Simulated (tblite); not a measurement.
# CH7N3OSi2: the cost of one run

Programs: tblite 0.8.0 and PySCF 2.14.0. All values are calculated, for the isolated system unless a continuum is named. Atoms count from 0, parts from 1.

## Step 1: The system as given

14 atoms, charge 0, multiplicity 1; geometry: distance geometry start.

## Step 2: Relaxing the cluster with GFN2-xTB

The job: settings as JSON, then the geometry in Å.

```
{"job": {"kind": "relax", "xc": "GFN2-xTB", "basis": "xTB"}, "charge": 0, "multiplicity": 1}
Si     0.563499     1.247422    -0.788356
N      0.357212     0.047411     0.593067
Si     1.395283    -1.450977     0.495905
O     -1.020557     1.825960    -1.256463
N      1.577329     2.630484    -0.186884
C      1.426753     0.409248    -2.176510
N      2.136030    -0.009560    -3.345519
H     -0.593282    -0.099083     0.943420
H      2.001300    -1.530576    -0.776533
H      2.411818    -1.398781     1.518074
H      0.572480    -2.603208     0.697968
H     -1.840364     1.755100    -0.750754
H      1.203376     3.553779    -0.420149
H      2.009816     2.507043     0.729005
```

With the program's defaults for keys left out, this is: GFN2-xTB geometry optimisation, gas phase.

On the command line:

```console
$ OMP_NUM_THREADS=1 python cluster_run.py task.json out
```

This one command runs all jobs of the session in turn.

**Question.** How long does this first job take on 1 thread of Intel Xeon Platinum 8488C, shared host?

About 4.8 s.
